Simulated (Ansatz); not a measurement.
**CH₅FOSn: how energies converge with the basis set**

An exercise on one series of results from a longer session: the logs are not shown, and one member is left open.

Program: Ansatz 0.2.0, Gaussian basis. Level of theory: one geometry, several basis sets. These are calculated values, not measurements.

Levels to be run: PBE0-D4/def2-SVP; ωB97M-V/def2-SVP; PBE0-D4/def2-QZVPP; ωB97M-V/def2-QZVPP; the functionals' def2-TZVPP values are taken from earlier runs.

### The geometry

An earlier PBE0-D4 in a triple-zeta def2 set relaxation fixed the geometry. Sn takes the def2 core potential; no spin-orbit term is included.

9 atoms, charge 0, spin multiplicity 1.

Atoms are counted from 1 here; the program's logs count them from 0.

Bond lengths: C1–Sn2 2.120 Å, C1–H5 1.090 Å, C1–H6 1.090 Å, C1–H7 1.090 Å, Sn2–O3 1.954 Å, Sn2–F4 1.928 Å, Sn2–H8 1.697 Å, O3–H9 0.960 Å. Angles: Sn2–C1–H5 109.8°, Sn2–C1–H6 110.0°, Sn2–C1–H7 108.7°, H5–C1–H6 109.6°, H5–C1–H7 109.3°, H6–C1–H7 109.6°, C1–Sn2–O3 112.2°, C1–Sn2–F4 104.4°, C1–Sn2–H8 121.5°, O3–Sn2–F4 104.6°, O3–Sn2–H8 105.6°, F4–Sn2–H8 107.3°, Sn2–O3–H9 113.8°.

The first run:

Input file in.yaml:

```yaml
crystal:
  periodic: [false, false, false]
  atoms:
    - {symbol: C, position_ang: [-0.347994, 1.320947, -0.172624]}
    - {symbol: Sn, position_ang: [-0.271250, -0.757404, 0.237590]}
    - {symbol: O, position_ang: [1.527366, -1.346429, 0.725032]}
    - {symbol: F, position_ang: [-0.613225, -1.596039, -1.464583]}
    - {symbol: H, position_ang: [-1.361651, 1.603433, -0.455791]}
    - {symbol: H, position_ang: [-0.043615, 1.885398, 0.708534]}
    - {symbol: H, position_ang: [0.329757, 1.539128, -0.997562]}
    - {symbol: H, position_ang: [-1.308705, -1.477022, 1.371819]}
    - {symbol: H, position_ang: [2.177715, -1.218411, 0.030588]}
basis:
  gaussian: {orbitals: def2-SVP}
hamiltonian: {xc: pbe0, dispersion: d4}
output: {orbitals: {seedname: orbitals}}
```

Steps of the session up to this table: PBE0-D4 in def2-SVP; ωB97M-V in def2-SVP; PBE0-D4 in def2-QZVPP; ωB97M-V in def2-QZVPP.

One table of the session follows, with a row left open; its other results are not shown here.

| functional | basis | HOMO (eV) | LUMO (eV) |
| --- | --- | --- | --- |
| PBE0-D4 | def2-SVP | -8.29 | -0.03 |
| PBE0-D4 | def2-TZVPP | -8.50 | -0.41 |
| PBE0-D4 | def2-QZVPP | -8.54 | -0.57 |
| ωB97M-V | def2-SVP | -10.58 | 1.92 |
| ωB97M-V | def2-TZVPP | ? | ? |
| ωB97M-V | def2-QZVPP | -10.82 | 0.91 |

Estimate the missing values for ωB97M-V, def2-TZVPP.

The run gave: HOMO (eV): -10.79; LUMO (eV): 1.30. In the column «HOMO (eV)» it lies between ωB97M-V, def2-QZVPP (-10.82) and ωB97M-V, def2-SVP (-10.58).
